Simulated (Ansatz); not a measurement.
# Co2SbS2 (element-swapped structure): how the settings move a single-point run, part 2 of 2

Aim: see which settings change the result for Co2SbS2 (element-swapped structure), by how much, and at what cost.

Ansatz 0.2.0; reference level DFT PBEsol, plane waves, PAW, scalar-relativistic, no spin polarisation.

## Step 4: Variant: hubbard.sites [{species: Co, l: d, u_eff: 3.0}], hubbard.double_counting fll

File input.yaml:

```yaml
crystal:
  lattice:
    - [0.0, 3.683343, 0.0]
    - [3.683343, 0.0, 0.0]
    - [1.841672, 1.841672, -6.460367]
  atoms:
    - { symbol: Sb, position: [0.0, 0.0, 0.0] }
    - { symbol: S, position: [0.3537, 0.3537, 0.2926] }
    - { symbol: S, position: [0.6463, 0.6463, 0.7074] }
    - { symbol: Co, position: [0.75, 0.25, 0.5] }
    - { symbol: Co, position: [0.25, 0.75, 0.5] }
  symmetry: { tolerance: 0.0003 }
kpoints:
  mp_grid: { grid: [5, 5, 5], shift: [0, 0, 0] }
magnetization:
  spin_polarized: false
scf:
  occupations: { method: gaussian, width: 0.1026 }
hamiltonian:
  pseudopotentials: { kind: paw }
  xc: pbesol
  hubbard: { sites: [{ species: Co, l: d, u_eff: 3.0 }], double_counting: fll }
basis:
  ecutwfc: 420
output:
  forces: true
  stress: true
  eigenvalues: true
```

Run with:

```
> ansatz run input.yaml --threads 1 --pin off --max-ram 2560MiB --backend cpu --events-out ev --progress --plain --runs-dir out
```

Log:

```text
Warning: RAYON_NUM_THREADS=1 ignored (pool sized by the plan → 1); use --threads N
Sb: projections on atomic orbitals take those of the free atom [Kr] 4d10 5s2 5p3, of charge +0.00 (hamiltonian.pseudopotentials.projection_atoms); the dataset's partial waves leave at most 3.6e-6 of an orbital's norm unspanned inside its sphere
S: projections on atomic orbitals take those of the free atom [Ne] 3s2 3p4, of charge +0.00 (hamiltonian.pseudopotentials.projection_atoms); the dataset's partial waves leave at most 1.6e-7 of an orbital's norm unspanned inside its sphere
Co: projections on atomic orbitals take those of the free atom [Ne] 3s2 3p6 3d7 4s2, of charge +0.00 (hamiltonian.pseudopotentials.projection_atoms); the dataset's partial waves leave at most 1.4e-6 of an orbital's norm unspanned inside its sphere
Engine: ansatz 0.2.0, x86_64-unknown-linux-gnu
Pseudopotentials: kind: paw
Pseudopotential: Sb, paw, valence charge 15, recommended cutoff 420 eV (normal), Sb.paw.azcp
Pseudopotential: S, paw, valence charge 6, recommended cutoff 420 eV (normal), S.paw.azcp
Pseudopotential: Co, paw, valence charge 17, recommended cutoff 420 eV (normal), Co.paw.azcp
Functional definition: PBEsol
  exchange = pbesol_x
  correlation = pbesol_c
Crystal: 5 atoms, lattice volume = 87.648 Å³
Basis set: ecut = 420 eV, 1729 PW (Γ), exchange–correlation on 50×50×96 points (8 copies of the dense FFT grid, shifted against one another)
Bands: 37, of which v1, the nominal top of the filled ones, is band 31 counted from 1 (30 counted from 0)
Symmetry: 16 space group operations
Space group: I4/mmm (ITA 139), of the structure as read, at distance tolerance 1.3e-3 Å
k-points: 18 of 125
Non-local potential: Sb, projectors of the file, l = 0: 2, l = 1: 2, l = 2: 2, l = 3: 2
Non-local potential: S, projectors of the file, l = 0: 2, l = 1: 2, l = 2: 2
Non-local potential: Co, projectors of the file, l = 0: 3, l = 1: 2, l = 2: 3, l = 3: 1
PAW form: soft (Blöchl's): semilocal exchange-correlation on the pseudo side does not see the compensation charge
PAW frozen core: Sb, regenerated for the run's functional, and the local potential with it (the file was generated under x = pbe(κ = 0.804, μ = 0.2195149727645171), c = pbe(β = 0.06672455060314922))
PAW frozen core: S, regenerated for the run's functional, and the local potential with it (the file was generated under x = pbe(κ = 0.804, μ = 0.2195149727645171), c = pbe(β = 0.06672455060314922))
PAW frozen core: Co, regenerated for the run's functional, and the local potential with it (the file was generated under x = pbe(κ = 0.804, μ = 0.2195149727645171), c = pbe(β = 0.06672455060314922))
PAW one-centre angular grid: Sb, 590 points (default); XC on 64 Gauss nodes
PAW one-centre angular grid: S, 110 points (default); XC on 64 Gauss nodes
PAW one-centre angular grid: Co, 590 points (default); XC on 64 Gauss nodes
Initial density: superposition of atomic densities (chi_scale 0.1, normalization cell, long waves of neutral atoms under a Hubbard term (reshape's long-wave potential 0.10 eV rms, cloud 2.44 Å wide))
Initial wavefunctions: pseudopotential atomic-orbital guess
Functional: x = pbesol(κ = 0.804, μ = 0.12345679012345678), c = pbesol(β = 0.046)
SCF iter   1: F=—  HF=-18372.524778 eV  |F-HF|=—  |Δ(HF+E_count)|=         —  Δρ=3.26e-1  dr2=1.29e2  ethr=3.10e-3  ⟨swp⟩=5.8  Hψ=2604  notcnv=0
preconditioner: auto → Kerker (q_TF=auto, 2.568 Å⁻¹)  [metal: Δε(μ)=0.059 eV  Ē_g=13.036 eV  σ=0.103 eV  W_gap=0.30  n_scr=24 (ndim 8)  ℏωp=26.6 eV  f_vac=0.000  D(μ)=4.72/eV (n_scr^D=50)]
SCF iter   2: F=—  HF=-18373.478591 eV  |F-HF|=—  |Δ(HF+E_count)|=   9.54e-1  Δρ=5.07e-1  dr2=1.53e2  ethr=3.10e-3  ⟨swp⟩=4.2  Hψ=1792  notcnv=0  defer=30
SCF iter   3: F=—  HF=-18361.556845 eV  |F-HF|=—  |Δ(HF+E_count)|=    1.19e1  Δρ=1.30e-1  dr2=7.68e0  ethr=3.10e-3  ⟨swp⟩=3.8  Hψ=1669  notcnv=0  defer=21
SCF iter   4: F=—  HF=-18360.706706 eV  |F-HF|=—  |Δ(HF+E_count)|=   8.50e-1  Δρ=1.22e-1  dr2=2.12e1  ethr=3.10e-3  ⟨swp⟩=3.1  Hψ=1542  notcnv=0  defer=21
SCF iter   5: F=—  HF=-18359.538737 eV  |F-HF|=—  |Δ(HF+E_count)|=    1.17e0  Δρ=6.77e-2  dr2=2.35e0  ethr=3.10e-3  ⟨swp⟩=2.8  Hψ=1078  notcnv=0  defer=28
SCF iter   6: F=—  HF=-18359.458002 eV  |F-HF|=—  |Δ(HF+E_count)|=   8.07e-2  Δρ=1.86e-2  dr2=1.21e0  ethr=3.10e-3  ⟨swp⟩=2.3  Hψ=951  notcnv=0  defer=18
SCF iter   7: F=—  HF=-18359.436655 eV  |F-HF|=—  |Δ(HF+E_count)|=   2.13e-2  Δρ=2.85e-2  dr2=1.44e0  ethr=1.99e-3  ⟨swp⟩=1.9  Hψ=682  notcnv=0  defer=18
SCF iter   8: F=—  HF=-18359.369343 eV  |F-HF|=—  |Δ(HF+E_count)|=   6.73e-2  Δρ=1.21e-2  dr2=2.65e-1  ethr=1.99e-3  ⟨swp⟩=1.2  Hψ=652  notcnv=0  defer=18
SCF iter   9: F=—  HF=-18359.360440 eV  |F-HF|=—  |Δ(HF+E_count)|=   8.90e-3  Δρ=5.83e-3  dr2=4.26e-2  ethr=4.34e-4  ⟨swp⟩=1.2  Hψ=688  notcnv=0  defer=18
SCF iter  10: F=—  HF=-18359.363329 eV  |F-HF|=—  |Δ(HF+E_count)|=   2.89e-3  Δρ=3.08e-3  dr2=3.20e-3  ethr=6.98e-5  ⟨swp⟩=1.2  Hψ=735  notcnv=0  defer=18
SCF iter  11: F=—  HF=-18359.365002 eV  |F-HF|=—  |Δ(HF+E_count)|=   1.67e-3  Δρ=5.21e-4  dr2=3.05e-4  ethr=5.25e-6  ⟨swp⟩=2.0  Hψ=1239  notcnv=0  defer=18
SCF iter  12: F=—  HF=-18359.365007 eV  |F-HF|=—  |Δ(HF+E_count)|=   5.01e-6  Δρ=1.85e-4  dr2=2.92e-5  ethr=5.00e-7  ⟨swp⟩=2.4  Hψ=1003  notcnv=0  defer=18
SCF iter  13: F=—  HF=-18359.365010 eV  |F-HF|=—  |Δ(HF+E_count)|=   3.31e-6  Δρ=7.73e-5  dr2=5.25e-6  ethr=4.79e-8  ⟨swp⟩=2.0  Hψ=701  notcnv=0  defer=18
SCF iter  14: F=—  HF=-18359.365010 eV  |F-HF|=—  |Δ(HF+E_count)|=   1.71e-7  Δρ=1.31e-5  dr2=1.37e-7  ethr=8.60e-9  ⟨swp⟩=1.3  Hψ=661  notcnv=0  defer=18
SCF iter  15: F=—  HF=-18359.365010 eV  |F-HF|=—  |Δ(HF+E_count)|=   4.19e-9  Δρ=1.53e-5  dr2=1.78e-7  ethr=1.64e-10  ⟨swp⟩=9.7  Hψ=2964  notcnv=0
SCF iter  16: F=-18359.365010 eV  HF=-18359.365010 eV  |F-HF|=6.76e-8  |Δ(HF+E_count)|=   9.30e-9  Δρ=9.22e-6  dr2=7.18e-8  ethr=1.64e-10  ⟨swp⟩=2.9  Hψ=2191  notcnv=0
SCF 1 converged in 16 iterations: F = -18359.365010 eV  dr2 = 7.18e-8
SCF converged after 16 iterations
Free energy (F): -18359.365010 eV
Harris-Foulkes:  -18359.365010 eV  (|F-HF|=6.76e-8)
Internal energy: -18359.343702 eV  (E = F + TS)
E sigma→0 (E₀):  -18359.354356 eV
Entropy (-TS):   -0.021308 eV (-4.262 meV/atom)
Fermi energy:    11.139080 eV
--- Per-component energies (eV) ---
  E_band       = -837.241315
  E_kinetic    = 1323.935858
  E_local      = -10694.196586  (includes V_loc(G=0)·N_el)
  E_nonlocal   = 1347.618707
  E_hartree    = 4683.577455
  E_xc         = -641.241539
  E_vxc        = -675.245384  (∫ρ·V_xc dr)
  E_hubbard    = 4.611370  (on-site DFT+U / exact-exchange correction)
  E_vhub       = -14.849539  (the Hubbard potential's part of the band-sum identity)
  E_paw        = -8640.755475  (= ΣΔE_a)
  E_vpaw       = -1491.690643  (= ΣTr[D̂ρ^β])
  E_aug_tail   = 0.000098  (compensation charges beyond the density's cutoff)
  E_ewald      = -5743.726184
  E_core_change = 0.832594  (= ΣΔE_core)
  E_smearing   = -0.021308  (= −TS)
  E_closure    = -0.000000  (closes the sum)
  Σ components = -18359.365010   (vs F -18359.365010, Δ=0.00e0)
--- Forces (eV/Å), atoms counted from 1 ---
  atom   1  Sb    -0.00000000    -0.00000000     0.00000000
  atom   2  S      0.00000006     0.00000006    -1.54737285
  atom   3  S     -0.00000006    -0.00000006     1.54737285
  atom   4  Co     0.00000000    -0.00000000    -0.00000000
  atom   5  Co    -0.00000000     0.00000000    -0.00000000
  max |Σ_I F_I| component: 2.78e-16 eV/Å
--- Stress (GPa, compression-positive) ---
      -15.132121       0.000000      -0.000000
        0.000000     -15.132121      -0.000000
       -0.000000      -0.000000      -8.421156
  P = ⅓ Tr σ = -12.8951 GPa (-128.951 kbar)
--- Band table (eV; the first three rows and the last of 18) ---
  k-point 0: bands = ["-82.6257", "-82.6037", "-46.2451", "-46.2451", "-46.1407", "-46.1407", "-45.9003", "-45.8761", "-18.3619", "-18.3337", "-18.3337", "-18.2925", "-18.2675", "-3.8200", "-2.6984", "1.2925", "5.3621", "6.0319", "6.2283", "6.2283", "7.1824", "7.1824", "8.1003", "9.5377", "9.5462", "10.1728", "10.6266", "10.6266", "10.9682", "11.2511", "11.2511", "11.3479", "11.4510", "14.0214", "14.0214", "15.1090", "15.4654"]
  k-point 1: bands = ["-82.6257", "-82.6037", "-46.2451", "-46.2451", "-46.1407", "-46.1407", "-45.9003", "-45.8761", "-18.3619", "-18.3337", "-18.3337", "-18.2925", "-18.2675", "-3.7504", "-2.8133", "1.3645", "5.2594", "6.2399", "6.2667", "6.2667", "7.1180", "7.1180", "8.1003", "9.5361", "9.6090", "10.1731", "10.5172", "10.5172", "10.7545", "11.1468", "11.3479", "11.5487", "11.5487", "13.7599", "13.7599", "15.2137", "15.6073"]
  k-point 2: bands = ["-82.6257", "-82.6037", "-46.2451", "-46.2451", "-46.1407", "-46.1407", "-45.9003", "-45.8761", "-18.3619", "-18.3337", "-18.3337", "-18.2925", "-18.2675", "-3.5872", "-3.0461", "1.4769", "5.1558", "6.3427", "6.3427", "6.5355", "7.0012", "7.0012", "8.1004", "9.5201", "9.7982", "10.1736", "10.3956", "10.4163", "10.4163", "10.6322", "11.3479", "12.0996", "12.0996", "13.2054", "13.2054", "15.4021", "15.6268"]
  k-point 17: bands = ["-82.6158", "-82.6137", "-46.2575", "-46.2476", "-46.1417", "-46.1316", "-45.8890", "-45.8867", "-18.3497", "-18.3397", "-18.3397", "-18.2806", "-18.2575", "-2.5546", "-2.3556", "2.5622", "4.9834", "5.0167", "5.7276", "6.2214", "6.2569", "7.3075", "8.3051", "8.5644", "8.7414", "8.8686", "9.0624", "9.9520", "10.0300", "10.1212", "10.1403", "11.3560", "11.6988", "11.8084", "12.0836", "15.9029", "17.0677"]
Occupation matrices written to <dir>
```

It took 6.2 s on 1 thread of an x86-64 CPU, shared host; peak memory 0.47 GiB.

Changing the Hubbard U moves the energy by +946.4 meV/atom, and the pressure goes from -12.0 to -12.9 GPa and the largest force goes from 1.60 to 1.55 eV/Å. The U term adds an energy of its own, so the shift says nothing about which run is better.

## Step 5: Changing settings: mp_grid.grid [3, 3, 3], occupations.method tetrahedron, width left out

File input.yaml:

```yaml
crystal:
  lattice:
    - [0.0, 3.683343, 0.0]
    - [3.683343, 0.0, 0.0]
    - [1.841672, 1.841672, -6.460367]
  atoms:
    - { symbol: Sb, position: [0.0, 0.0, 0.0] }
    - { symbol: S, position: [0.3537, 0.3537, 0.2926] }
    - { symbol: S, position: [0.6463, 0.6463, 0.7074] }
    - { symbol: Co, position: [0.75, 0.25, 0.5] }
    - { symbol: Co, position: [0.25, 0.75, 0.5] }
  symmetry: { tolerance: 0.0003 }
kpoints:
  mp_grid: { grid: [3, 3, 3], shift: [0, 0, 0] }
magnetization:
  spin_polarized: false
scf:
  occupations: { method: tetrahedron }
hamiltonian:
  pseudopotentials: { kind: paw }
  xc: pbesol
basis:
  ecutwfc: 420
output:
  forces: true
  stress: true
  eigenvalues: true
```

Run with:

```
> ansatz run input.yaml --threads 1 --pin off --max-ram 2560MiB --backend cpu --events-out ev --progress --plain --runs-dir out
```

Log:

```text
Warning: output.forces, output.stress, relax.cell or npt_langevin: where a Kohn–Sham band that disperses or a degenerate level is filled in part under the method tetrahedron, the forces or the stress that this run publishes need not agree with its energy (scf.occupations.method in the input reference, under Limitations); prefer a smearing scheme for the forces or the stress
Warning: RAYON_NUM_THREADS=1 ignored (pool sized by the plan → 1); use --threads N
band count auto-derived: 39 (N_el = 61.0; filled up to band 31; 37 by the electrons, moments and atoms)
[... 8 set-up lines as earlier in the session ...]
Crystal: 5 atoms, lattice volume = 87.648 Å³
Basis set: ecut = 420 eV, 1729 PW (Γ), exchange–correlation on 50×50×96 points (8 copies of the dense FFT grid, shifted against one another)
Bands: 39, of which v1, the nominal top of the filled ones, is band 31 counted from 1 (30 counted from 0)
[... 2 set-up lines as earlier in the session ...]
k-points: 6 of 27
[... 13 set-up lines as earlier in the session ...]
SCF iter   1: F=—  HF=-18364.036036 eV  |F-HF|=—  |Δ(HF+E_count)|=         —  Δρ=3.44e-2  dr2=1.05e0  ethr=1.77e-3  ⟨swp⟩=6.3  Hψ=966  notcnv=0
preconditioner: auto → Kerker (q_TF=auto, 2.568 Å⁻¹)  [metal: no gap  n_scr=24 (ndim 8)  ℏωp=23.5 eV  f_vac=0.000]
SCF iter   2: F=—  HF=-18364.358966 eV  |F-HF|=—  |Δ(HF+E_count)|=   3.23e-1  Δρ=8.31e-2  dr2=5.69e0  ethr=1.72e-3  ⟨swp⟩=2.0  Hψ=391  notcnv=0  defer=9  recentre
SCF iter   3: F=—  HF=-18364.002082 eV  |F-HF|=—  |Δ(HF+E_count)|=   3.57e-1  Δρ=8.70e-3  dr2=7.73e-2  ethr=1.72e-3  ⟨swp⟩=2.0  Hψ=324  notcnv=0  defer=9
SCF iter   4: F=—  HF=-18364.003250 eV  |F-HF|=—  |Δ(HF+E_count)|=   1.17e-3  Δρ=5.70e-3  dr2=2.92e-2  ethr=1.27e-4  ⟨swp⟩=2.0  Hψ=311  notcnv=0  defer=9
SCF iter   5: F=—  HF=-18363.999641 eV  |F-HF|=—  |Δ(HF+E_count)|=   3.61e-3  Δρ=2.44e-3  dr2=5.16e-3  ethr=4.79e-5  ⟨swp⟩=1.8  Hψ=247  notcnv=0  defer=9
SCF iter   6: F=—  HF=-18363.997152 eV  |F-HF|=—  |Δ(HF+E_count)|=   2.49e-3  Δρ=3.15e-4  dr2=1.21e-4  ethr=8.46e-6  ⟨swp⟩=2.0  Hψ=255  notcnv=0  defer=9
SCF iter   7: F=—  HF=-18363.996854 eV  |F-HF|=—  |Δ(HF+E_count)|=   2.98e-4  Δρ=5.98e-4  dr2=3.47e-4  ethr=1.99e-7  ⟨swp⟩=2.5  Hψ=339  notcnv=0  defer=9
SCF iter   8: F=—  HF=-18363.997210 eV  |F-HF|=—  |Δ(HF+E_count)|=   3.56e-4  Δρ=8.70e-5  dr2=1.03e-5  ethr=1.99e-7  ⟨swp⟩=2.0  Hψ=265  notcnv=0  defer=9
SCF iter   9: F=—  HF=-18363.997312 eV  |F-HF|=—  |Δ(HF+E_count)|=   1.02e-4  Δρ=2.51e-5  dr2=1.18e-6  ethr=1.70e-8  ⟨swp⟩=2.0  Hψ=237  notcnv=0  defer=9
SCF iter  10: F=—  HF=-18363.997315 eV  |F-HF|=—  |Δ(HF+E_count)|=   3.56e-6  Δρ=1.27e-5  dr2=2.38e-7  ethr=1.94e-9  ⟨swp⟩=2.0  Hψ=308  notcnv=0  defer=9
SCF iter  11: F=—  HF=-18363.997313 eV  |F-HF|=—  |Δ(HF+E_count)|=   2.70e-6  Δρ=1.52e-5  dr2=2.05e-7  ethr=1.64e-10  ⟨swp⟩=6.7  Hψ=897  notcnv=0
SCF iter  12: F=-18363.997324 eV  HF=-18363.997324 eV  |F-HF|=7.28e-12  |Δ(HF+E_count)|=   1.15e-5  Δρ=9.93e-7  dr2=9.10e-10  ethr=1.64e-10  ⟨swp⟩=3.0  Hψ=709  notcnv=0
SCF 1 converged in 12 iterations: F = -18363.997324 eV  dr2 = 9.10e-10
SCF converged after 12 iterations
Stability not checked: this state was not tested for a lower state beside it, because cold or Methfessel-Paxton smearing, or corrected tetrahedra, fill the levels in a way that the test cannot read (fill_not_monotonic; see scf.lower_state_search)
Free energy (F): -18363.997324 eV
Harris-Foulkes:  -18363.997324 eV  (|F-HF|=7.28e-12)
Internal energy: -18363.969911 eV  (E = F + TS)
E sigma→0 (E₀):  -18363.997324 eV
Entropy (-TS):   -0.027413 eV (-5.483 meV/atom)
Fermi energy:    11.196214 eV
--- Per-component energies (eV) ---
  E_band       = -840.700769
  E_kinetic    = 1322.710598
  E_local      = -10669.403947  (includes V_loc(G=0)·N_el)
  E_nonlocal   = 1341.670913
  E_hartree    = 4661.962523
  E_xc         = -641.872091
  E_vxc        = -676.037071  (∫ρ·V_xc dr)
  E_paw        = -8636.144416  (= ΣΔE_a)
  E_vpaw       = -1483.567858  (= ΣTr[D̂ρ^β])
  E_aug_tail   = 0.000097  (compensation charges beyond the density's cutoff)
  E_ewald      = -5743.726184
  E_core_change = 0.832594  (= ΣΔE_core)
  E_smearing   = -0.027413  (= −TS)
  E_closure    = -0.000000  (closes the sum)
  Σ components = -18363.997324   (vs F -18363.997324, Δ=0.00e0)
--- Forces (eV/Å), atoms counted from 1 ---
  atom   1  Sb     0.00000000     0.00000000     0.00000000
  atom   2  S      0.00000006     0.00000006    -1.66708961
  atom   3  S     -0.00000006    -0.00000006     1.66708961
  atom   4  Co     0.00000000     0.00000000    -0.00000000
  atom   5  Co    -0.00000000    -0.00000000     0.00000000
  max |Σ_I F_I| component: 0.00e0 eV/Å
--- Stress (GPa, compression-positive) ---
      -12.589929       0.000000      -0.000000
        0.000000     -12.589929      -0.000000
       -0.000000      -0.000000      -7.862769
  P = ⅓ Tr σ = -11.0142 GPa (-110.142 kbar)
--- Band table (eV; the first three rows and the last of 6) ---
  k-point 0: bands = ["-83.3935", "-83.3721", "-46.9482", "-46.9482", "-46.8461", "-46.8461", "-46.7258", "-46.7026", "-18.0974", "-18.0646", "-18.0646", "-18.0037", "-17.9807", "-3.8199", "-2.6409", "1.4613", "5.6556", "6.1805", "6.3639", "6.3639", "7.1818", "7.1818", "8.1325", "9.9042", "9.9699", "10.6535", "10.7548", "10.7548", "11.2414", "11.2888", "11.4030", "11.4030", "11.5397", "14.1459", "14.1459", "15.1614", "15.4106", "16.3497", "17.8586"]
  k-point 1: bands = ["-83.3935", "-83.3721", "-46.9482", "-46.9482", "-46.8461", "-46.8461", "-46.7258", "-46.7026", "-18.0973", "-18.0646", "-18.0646", "-18.0037", "-17.9807", "-3.6529", "-2.9084", "1.6412", "5.3345", "6.4549", "6.4549", "6.7644", "7.0440", "7.0440", "8.1325", "9.9475", "10.0622", "10.5911", "10.5911", "10.6543", "10.6596", "10.9486", "11.2888", "12.0174", "12.0174", "13.5165", "13.5165", "15.3630", "15.5662", "16.3981", "17.4792"]
  k-point 2: bands = ["-83.3881", "-83.3774", "-46.9242", "-46.9227", "-46.8731", "-46.8716", "-46.7199", "-46.7083", "-18.0928", "-18.0704", "-18.0641", "-17.9886", "-17.9857", "-3.1842", "-2.5702", "1.7902", "4.7598", "5.2011", "6.6302", "6.6324", "6.9866", "7.0152", "8.6983", "9.2301", "9.6319", "10.0156", "10.0340", "10.0774", "10.9337", "11.2875", "11.4517", "11.9453", "12.0431", "12.4854", "13.4454", "16.2943", "16.4557", "17.1580", "17.6952"]
  k-point 5: bands = ["-83.3854", "-83.3801", "-46.9581", "-46.9327", "-46.8644", "-46.8388", "-46.7168", "-46.7110", "-18.0872", "-18.0697", "-18.0696", "-17.9915", "-17.9745", "-2.7560", "-2.3575", "2.4031", "5.2474", "5.2486", "5.9458", "5.9807", "6.2458", "7.3365", "8.7705", "8.8654", "9.2785", "9.2785", "9.6248", "10.0761", "10.2512", "10.4960", "10.9683", "11.4612", "12.2970", "12.3126", "12.6103", "15.8810", "16.5859", "17.1071", "18.0065"]
```

Wall time 1.7 s (1 thread of an x86-64 CPU, shared host); peak memory 0.39 GiB.

Changing the k-point mesh and smearing moves the energy by +17.4 meV/atom (σ→0 values), and the pressure goes from -12.0 to -11.0 GPa and the largest force goes from 1.60 to 1.67 eV/Å. More than one kind of setting changed, and this run alone doesn't tell their shares apart. These settings are too coarse to quote as the system's properties.

## Step 6: Comparison

This closing draws on all 2 parts.

| run | ending | energy change | pressure (GPa) | gap (eV) | force (eV/Å) | cycles | time |
| --- | --- | --- | --- | --- | --- | --- | --- |
| reference | converged | 0 | -12.0 | 0.00 | 1.60 | 8 | 2.7 s |
| 1: mp_grid.grid [8, 8, 8] | converged | -4.0 meV/atom | -12.0 | 0.00 | 1.56 | 9 | 8 s |
| 2: hubbard.sites [{species: Co, l: d, u_eff: 3.0}], hubbard.double_counting fll | converged | +946.4 meV/atom (U changed: no physical gain or loss) | -12.9 | 0.00 | 1.55 | 16 | 6.2 s |
| 3: mp_grid.grid [3, 3, 3], occupations.method tetrahedron, width left out | converged | +17.4 meV/atom (σ→0) | -11.0 | 0.00 | 1.67 | 12 | 1.7 s |

Times don't compare one to one where runs were asked for different outputs or read a saved state (see the inputs); cycles may leave out searches for a lower state.

Residual by cycle in the longest SCF loop of each run; runs are numbered as in the table. The quantity is the density residual dr2, in eV.

| cycle | reference | run 1 | run 2 | run 3 |
| --- | --- | --- | --- | --- |
| 1 | 0.474 | 0.47 | 129 | 1.05 |
| 2 | 0.0676 | 0.0744 | 153 | 5.69 |
| 4 | 2.0e-4 | 2.4e-4 | 21.2 | 0.0292 |
| 5 | 1.8e-5 | 2.9e-5 | 2.35 | 0.00516 |
| 6 | 2.0e-6 | 3.5e-6 | 1.21 | 1.2e-4 |
| 8 | 9.3e-8 | 1.1e-7 | 0.265 | 1.0e-5 |
| 9 | - | 5.1e-9 | 0.0426 | 1.2e-6 |
| 11 | - | - | 3.0e-4 | 2.0e-7 |
| 12 | - | - | 2.9e-5 | 9.1e-10 |
| 13 | - | - | 5.2e-6 | - |
| 15 | - | - | 1.8e-7 | - |
| 16 | - | - | 7.2e-8 | - |

**Reading.** A changed U is a change of model: its shifts are not errors of convergence. The reference leaves spin out although Co can carry a moment, so its state need not be the lowest.

The reference has limits of its own: its mesh is coarse for a cell with so small a gap or none; the cell is far from equilibrium (-12 GPa, forces up to 1.6 eV/Å), so its values aren't those of the relaxed material; the structure is made up and not relaxed.
